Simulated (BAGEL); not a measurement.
**B3LYP/cc-pVDZ (density fitting with qzvpp-jkfit) run of GeNH2F (SMILES [NH2][Ge][F])**

Aim: the energy change on altering one bond length of GeNH2F at B3LYP/cc-pVDZ (density fitting with qzvpp-jkfit), from 2 runs. 

Program for the calculation: BAGEL 1.2.2.

## (1) The structure to begin with

GeNH2F has 5 atoms, charge 0, and is taken as a singlet. SMILES: `[NH2][Ge][F]`. Geometry: relaxed at PBE0-D4/def2-TZVP. This is one conformer, not always the lowest.

Bond lengths: N1–Ge2 1.811 Å, Ge2–F3 1.768 Å, N1–H4 1.008 Å, N1–H5 1.010 Å. Angles: N1–Ge2–F3 94.5°, Ge2–N1–H4 124.0°, Ge2–N1–H5 122.7°, H4–N1–H5 113.3°.

## (2) The energy at B3LYP/cc-pVDZ (density fitting with qzvpp-jkfit)

The input, input.json:

```json
{ "bagel" : [

{
  "title" : "molecule",
  "basis" : "cc-pvdz.json",
  "df_basis" : "qzvpp-jkfit",
  "angstrom" : true,
  "geometry" : [
    { "atom" : "N", "xyz" : [      -0.477700,       0.347600,      -0.204700 ] },
    { "atom" : "Ge", "xyz" : [       0.434100,      -0.305200,       1.217200 ] },
    { "atom" : "F", "xyz" : [       1.598300,      -1.203900,       0.235500 ] },
    { "atom" : "H", "xyz" : [      -1.280100,       0.952600,      -0.130600 ] },
    { "atom" : "H", "xyz" : [      -0.224500,       0.135300,      -1.158700 ] }
  ]
},

{
  "title" : "ks",
  "xc_func" : "b3lyp"
},

{
  "title" : "print",
  "file" : "orbitals.molden",
  "orbitals" : true
}

]}
```

The basis set cc-pVDZ is read from a file made from the Basis Set Exchange's data (not shown).

The run is started by

```bash
BAGEL_NUM_THREADS=1 BAGEL input.json > input.out
```

The program printed:

```text
* using 1 threads per process

  ===============================================================
  ===============================================================

  *** Geometry ***

  { "atom" : "N", "xyz" : [     -0.902722,      0.656869,     -0.386827 ] },
  { "atom" : "Ge", "xyz" : [      0.820330,     -0.576744,      2.300175 ] },
  { "atom" : "F", "xyz" : [      3.020349,     -2.275041,      0.445031 ] },
  { "atom" : "H", "xyz" : [     -2.419038,      1.800153,     -0.246798 ] },
  { "atom" : "H", "xyz" : [     -0.424244,      0.255680,     -2.189626 ] },

  Number of auxiliary basis functions:      456

  Since a DF basis is specified, we compute 2- and 3-index integrals:
    o Being stored without compression. Storage requirement is 0.015 GB

  Number of basis functions:       65
  Number of electrons      :       50

    * METHOD: MOLECULE                             0.19

  *** Kohn-Sham DFT ***

    * Removing 7454 points whose weight is below 1.00e-10
    * Grid points: 67076

  === Nuclear Repulsion ===
   188.5837836184

       - DIIS with orbital gradients will be used.

  === KS iteration (b3lyp / cc-pvdz.json) ===
      0      -2211.82790490          0.11181664           0.20
      1      -2074.51141246          0.33286863           0.19
      2      -2202.96970457          0.11478291           0.19
      3      -2185.39704530          0.16933985           0.19
      4      -2231.77421016          0.05085747           0.20
      5      -2228.68009030          0.12383253           0.20
      6      -2232.26122611          0.04120809           0.20
      7      -2231.64171608          0.06519185           0.20
      8      -2232.71109009          0.02087614           0.20
      9      -2232.86471764          0.00471256           0.19
     10      -2232.87158282          0.00185829           0.19
     11      -2232.87318813          0.00024594           0.19
     12      -2232.87321532          0.00003946           0.19
     13      -2232.87321587          0.00001138           0.19
     14      -2232.87321591          0.00000276           0.20
     15      -2232.87321591          0.00000192           0.19
     16      -2232.87321591          0.00000011           0.19
     17      -2232.87321591          0.00000002           0.20
     18      -2232.87321591          0.00000002           0.20
     19      -2232.87321591          0.00000000           0.20
    * SCF iteration converged.

    * Permanent dipole moment:
           (    0.813353,    -0.609478,     0.106310) a.u.

    * METHOD: KS                                   4.18

    * METHOD: PRINT                                0.01

  ===============================================================
```

It took 4.5 s on 1 thread of Arm Neoverse V1, shared host; peak memory 0.25 GiB.

## (3) The distorted shape, same level

The input, input.json:

```json
{ "bagel": [

{
  "title": "molecule",
  "basis": "cc-pvdz.json",
  "df_basis": "qzvpp-jkfit",
  "angstrom": "true",
  "geometry": [
    { "atom": "N", "xyz": [   -0.237017,    0.166128,   -0.226927 ] },
    { "atom": "Ge", "xyz": [    0.674783,   -0.486672,    1.194973 ] },
    { "atom": "F", "xyz": [    1.838983,   -1.385372,    0.213273 ] },
    { "atom": "H", "xyz": [   -1.280100,    0.952600,   -0.130600 ] },
    { "atom": "H", "xyz": [    0.016183,   -0.046172,   -1.180927 ] }
  ]
},
{
  "title": "ks",
  "xc_func": "b3lyp"
},
{
  "title": "print",
  "file": "orbitals.molden",
  "orbitals": "true"
}

]}
```

The basis set cc-pVDZ is read from a file made from the Basis Set Exchange's data (not shown).

The run is started by

```bash
BAGEL_NUM_THREADS=1 BAGEL input.json > input.out
```

The program printed:

```text
* using 1 threads per process

  ===============================================================
  ===============================================================

  *** Geometry ***

  { "atom" : "N", "xyz" : [     -0.447897,      0.313936,     -0.428830 ] },
  { "atom" : "Ge", "xyz" : [      1.275155,     -0.919677,      2.258172 ] },
  { "atom" : "F", "xyz" : [      3.475174,     -2.617974,      0.403028 ] },
  { "atom" : "H", "xyz" : [     -2.419038,      1.800153,     -0.246798 ] },
  { "atom" : "H", "xyz" : [      0.030581,     -0.087252,     -2.231629 ] },

  Number of auxiliary basis functions:      456

  Since a DF basis is specified, we compute 2- and 3-index integrals:
    o Being stored without compression. Storage requirement is 0.015 GB

  Number of basis functions:       65
  Number of electrons      :       50

    * METHOD: MOLECULE                             0.19

  *** Kohn-Sham DFT ***

    * Removing 7088 points whose weight is below 1.00e-10
    * Grid points: 67442

  === Nuclear Repulsion ===
   186.9888656065

       - DIIS with orbital gradients will be used.

  === KS iteration (b3lyp / cc-pvdz.json) ===
      0      -2212.25817136          0.11026749           0.21
      1      -2077.54513325          0.32743516           0.20
      2      -2203.64033576          0.11333149           0.20
      3      -2187.03965173          0.15792662           0.20
      4      -2232.21079765          0.04094847           0.20
      5      -2230.80413658          0.08599343           0.20
      6      -2232.67844700          0.01841721           0.20
      7      -2232.48053185          0.03074514           0.20
      8      -2232.78413528          0.01093885           0.20
      9      -2232.82888238          0.00303912           0.20
     10      -2232.83325824          0.00050090           0.20
     11      -2232.83335011          0.00011556           0.20
     12      -2232.83335560          0.00003102           0.20
     13      -2232.83335596          0.00000518           0.20
     14      -2232.83335597          0.00000128           0.20
     15      -2232.83335597          0.00000114           0.20
     16      -2232.83335597          0.00000038           0.20
     17      -2232.83335597          0.00000010           0.20
     18      -2232.83335597          0.00000003           0.20
     19      -2232.83335597          0.00000002           0.20
     20      -2232.83335597          0.00000000           0.20
    * SCF iteration converged.

    * Permanent dipole moment:
           (    0.839234,    -0.629278,     0.091797) a.u.

    * METHOD: KS                                   4.50

    * METHOD: PRINT                                0.01

  ===============================================================
```

It took 4.8 s on 1 thread of Arm Neoverse V1, shared host; peak memory 0.26 GiB.

## (4) What came out

Level: B3LYP/cc-pVDZ (density fitting with qzvpp-jkfit).

```
                                                         quantity           value
                                        first shape: total energy  -2232.87322 Eh
                                       first shape: dipole moment          2.60 D
                                         first shape: HOMO energy        -7.32 eV
                                         first shape: LUMO energy        -1.45 eV
                                       first shape: HOMO–LUMO gap         5.86 eV
                                    distorted shape: total energy  -2232.83336 Eh
                                   distorted shape: dipole moment          2.68 D
                                     distorted shape: HOMO energy        -7.33 eV
                                     distorted shape: LUMO energy        -1.42 eV
                                   distorted shape: HOMO–LUMO gap         5.92 eV
energy change with the N1–H4 bond stretched from 1.008 to 1.310 Å        1.085 eV
```

What this shows: With the N1–H4 bond stretched from 1.008 to 1.310 Å the energy rises by 1.08 eV (25 kcal/mol). The first shape isn't relaxed at this level, so the change isn't measured from a minimum.
